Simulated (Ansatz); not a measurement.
# LiMg2: the cost of one run

Program: Ansatz 0.2.0, driven from Python. The levels of theory stand in the script. These are calculated values, not measurements.

## Step 1: Starting point

Symmetry: P-62m, No. 189, hexagonal system. The conventional cell has a = 5.415 Å, b = 5.415 Å, c = 5.047 Å, α = 90.00°, β = 90.00°, γ = 120.00°. Around Li (site symmetry -6) lie 9 Mg at 3.09 to 3.13 Å and 3 Li at 3.13 Å. Mg (site symmetry m2m) is surrounded by 4 Li at 3.09 Å and 8 Mg at 3.10 to 3.18 Å. Mg (site symmetry -62m) has 6 Mg at 3.12 Å and 6 Li at 3.13 Å as nearest neighbours.

No structure file is read: the coordinates are typed or built in the script.

## Step 2: Script

Contents of limg2_lattice.py:

```python
# -*- coding: utf-8 -*-
"""Relaxed cell of LiMg2 under several functionals."""

import logging
import sys

import ansatz
import numpy as np

logging.basicConfig(stream=sys.stdout, format="%(levelname)s %(message)s")
logger = logging.getLogger("run")
logger.setLevel(logging.INFO)

def edges_and_angles(cell):
    cell = np.asarray(cell)
    a, b, c = np.linalg.norm(cell, axis=1)
    cosines = cell[1] @ cell[2] / (b * c), cell[0] @ cell[2] / (a * c), cell[0] @ cell[1] / (a * b)
    return (a, b, c, *np.degrees(np.arccos(cosines)))

lattice = ansatz.Lattice.of(
    (5.414996, 0.0, 0.0),
    (-2.707498, 4.689524, 0.0),
    (0.0, 0.0, 5.046845),
)
sites = [
    ("Li", (2 / 3, 1 / 3, 0.5)),
    ("Li", (1 / 3, 2 / 3, 0.5)),
    ("Mg", (0.661456, 0.0, 0.0)),
    ("Mg", (0.338544, 0.338544, 0.0)),
    ("Mg", (0.0, 0.661456, 0.0)),
    ("Mg", (0.0, 0.0, 0.5)),
]
xtal = ansatz.Crystal(lattice=lattice)
for symbol, position in sites:
    xtal = xtal.atom(symbol, position)

calc = (
    xtal.calculation()
    .basis(420)
    .kpoints(6, 6, 5)
    .occupations("fermi_dirac", width=0.1)
    .relax(cell=True)
)

levels = [("blyp", "d3bj"), ("pbesol", "d3bj"), ("pbesol", "none")]
logger.info("level            a       b       c    alpha   beta  gamma  V/atom  steps")
for name, dispersion in levels:
    seen = []
    run = calc.functional(name, dispersion=dispersion).session().plan()
    result = run.execute(on_event=lambda e: seen.append(e) if e["event"] == "relax_step" else None)
    cell = result.lattice.cell_ang
    label = name if dispersion == "none" else f"{name}+{dispersion}"
    print("{:13s} {:7.4f} {:7.4f} {:7.4f} {:6.2f} {:6.2f} {:6.2f}".format(label, *edges_and_angles(cell)), f"{abs(np.linalg.det(cell)) / len(result.lattice.sites):7.3f} {len(seen):5d}")
```

## Step 3: The calls as engine input

The engine receives this input (first run):

```yaml
crystal:
  lattice:
    - [5.414996, 0.0, 0.0]
    - [-2.707498, 4.689524, 0.0]
    - [0.0, 0.0, 5.046845]
  atoms:
    - { symbol: Li, position: [0.6666666666666666, 0.3333333333333333, 0.5] }
    - { symbol: Li, position: [0.3333333333333333, 0.6666666666666666, 0.5] }
    - { symbol: Mg, position: [0.661456, 0.0, 0.0] }
    - { symbol: Mg, position: [0.338544, 0.338544, 0.0] }
    - { symbol: Mg, position: [0.0, 0.661456, 0.0] }
    - { symbol: Mg, position: [0.0, 0.0, 0.5] }
basis:
  ecutwfc: 420.0
kpoints:
  mp_grid:
    grid: [6, 6, 5]
hamiltonian:
  xc: blyp
  dispersion: d3bj
scf:
  occupations:
    method: fermi_dirac
    width: 0.1
relax:
  cell: {}
```

## Step 4: Launch

The run is started by

```sh
python limg2_lattice.py
```

What time and memory should one allow on 1 thread of Arm Neoverse V1, shared host?

About 69 s, with a peak of 0.44 GiB.
